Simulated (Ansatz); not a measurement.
# Rb3LuBe2: the cost of one run

Method: DFT PBE, scalar-relativistic, plane waves, PAW, in Ansatz 0.2.0.

## 1. The starting structure

It takes space group P-4m2 (No. 115, tetragonal). The conventional cell has a = 4.122 Å, b = 4.122 Å, c = 9.043 Å, α = 90.00°, β = 90.00°, γ = 90.00°. Rb (site symmetry -4m2) is surrounded by 4 Lu at 2.91 Å and 4 Be at 3.15 Å. Rb (site symmetry 2mm) is surrounded by 5 Be at 3.09 to 3.25 Å. Lu (site symmetry -4m2) is surrounded by 4 Rb at 2.91 Å and 4 Be at 3.15 Å. Be (site symmetry 2mm) is surrounded by 7 Rb at 3.09 to 3.25 Å and 2 Lu at 3.15 Å.

Coordinates:

```cif
data_structure
_symmetry_space_group_name_H-M 'P-4m2'
_symmetry_Int_Tables_number 115
_cell_length_a 4.1222
_cell_length_b 4.1222
_cell_length_c 9.0428
_cell_angle_alpha 90.000
_cell_angle_beta 90.000
_cell_angle_gamma 90.000
_cell_volume 153.66
loop_
_atom_site_label
_atom_site_type_symbol
_atom_site_symmetry_multiplicity
_atom_site_Wyckoff_symbol
_atom_site_fract_x
_atom_site_fract_y
_atom_site_fract_z
_atom_site_occupancy
Rb1 Rb 1 b 0.50000 0.50000 0.00000 1
Rb2 Rb 2 g 0.00000 0.50000 0.37740 1
Lu1 Lu 1 a 0.00000 0.00000 0.00000 1
Be1 Be 2 g 0.00000 0.50000 0.73723 1
```

The cell is invented: species swapped into a database cell of Hf2CuSb3 (P-4m2, No. 115), with Be on the Hf sites, Lu on the Cu sites and Rb on the Sb sites. The dimensions are guesses.

## 2. A first look at the guess

The input, input.yaml:

```yaml
crystal:
  lattice:
    - [4.12221928, 0.0, 0.0]
    - [0.0, 4.12221928, 0.0]
    - [0.0, 0.0, 9.0427963]
  atoms:
    - { symbol: Rb, position: [0.5, 0.5, 0.0] }
    - { symbol: Rb, position: [0.0, 0.5, 0.37740001] }
    - { symbol: Rb, position: [0.5, 0.0, 0.62259999] }
    - { symbol: Lu, position: [0.0, 0.0, 0.0] }
    - { symbol: Be, position: [0.0, 0.5, 0.73723203] }
    - { symbol: Be, position: [0.5, 0.0, 0.26276797] }
basis:
  ecutwfc: 420
kpoints:
  mp_grid: { grid: [4, 4, 2] }
hamiltonian:
  xc: pbe
scf:
  occupations: { method: gaussian, width: 0.1 }
  lower_state_search: "off"
output:
  forces: true
  stress: true
  eigenvalues: true
```

On the command line:

```sh
$ ansatz run input.yaml --threads 1 --pin off --max-ram 2560MiB --backend cpu --events-out ev --progress --plain --runs-dir out
```

What time and memory should one allow on 1 thread of Intel Xeon 6975P-C (Granite Rapids), shared host?

About 6.9 s, with a peak of 0.42 GiB.
